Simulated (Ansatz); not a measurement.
# FH2O2Si: the cost of one run

All numbers are computed with Ansatz 0.2.0, driven from Python. The levels of theory stand in the script.

## Step 1: The structure

Bond lengths: O1–Si2 1.709 Å, Si2–O3 1.734 Å, Si2–F4 1.695 Å, Si2–H5 1.483 Å, O3–H6 0.975 Å. Angles: O1–Si2–O3 110.7°, O1–Si2–F4 111.4°, O1–Si2–H5 107.4°, O3–Si2–F4 109.9°, O3–Si2–H5 109.8°, F4–Si2–H5 107.5°, Si2–O3–H6 104.8°.

No structure file is read: the coordinates are typed or built in the script.

## Step 2: The script

run_bend.py reads:

```python
'''Energy of FH2O2Si against one bond angle.'''

import ansatz
from ase import Atoms

BASIS_SET = '6-31G*'
FUNCTIONAL = 'pbe0'
FMAX = 0.02
METHOD = 'mp2'

atoms = Atoms(['O', 'Si', 'O', 'F', 'H', 'H'], positions=[
    (-1.0488, -1.4594, 0.1196),
    (0.0964, -0.2025, 0.2951),
    (-0.3751, 1.1891, -0.6264),
    (0.3024, 0.2251, 1.9219),
    (1.3965, -0.7158, -0.1999),
    (-0.3293, 0.8995, -1.5564),
])

# start the scan from a relaxed geometry
first = (
    ansatz.Crystal.molecule_from_ase(atoms).calculation()
    .basis(gaussian=BASIS_SET)
    .spin('collinear', total=1)  # two spin channels
    .functional(FUNCTIONAL)
    .relax(force_tolerance=FMAX, max_steps=80)
)
atoms.positions = first.run().report['positions_ang']

rows = []
for angle in [90, 100, 110, 120, 135, 150, 165, 179]:
    bent = atoms.copy()
    bent.set_angle(1, 2, 5, angle, indices=[5])
    setup = ansatz.Crystal.molecule_from_ase(bent).calculation()
    setup = setup.basis(gaussian=BASIS_SET)
    setup = setup.correlation(METHOD).spin('collinear', total=1)
    rows.append((angle, setup.run().report['free_energy_ev']))
floor = min(e for _, e in rows)
for angle, e in rows:
    print(f'angle Si1-O2-H5 = {angle:3d} deg   {1000 * (e - floor):9.1f} meV')
```

## Step 3: The calls as engine input

The package turns the script's settings into the engine's input (first run):

```yaml
crystal:
  periodic: [false, false, false]
  atoms:
    - { symbol: O, position_ang: [-1.0488, -1.4594, 0.1196] }
    - { symbol: Si, position_ang: [0.0964, -0.2025, 0.2951] }
    - { symbol: O, position_ang: [-0.3751, 1.1891, -0.6264] }
    - { symbol: F, position_ang: [0.3024, 0.2251, 1.9219] }
    - { symbol: H, position_ang: [1.3965, -0.7158, -0.1999] }
    - { symbol: H, position_ang: [-0.3293, 0.8995, -1.5564] }
basis:
  gaussian:
    orbitals: "6-31G*"
hamiltonian:
  xc: pbe0
magnetization:
  spin_polarized: true
  initial_magnetization: 1.0
relax:
  f_tol: 0.02
  max_steps: 80
```

## Step 4: Running it

Command:

```console
python run_bend.py
```

**Question.** How long does this script take on 1 thread of Arm Neoverse V2, shared host, and how much memory does it need?

About 79 s, with a peak of 0.24 GiB.
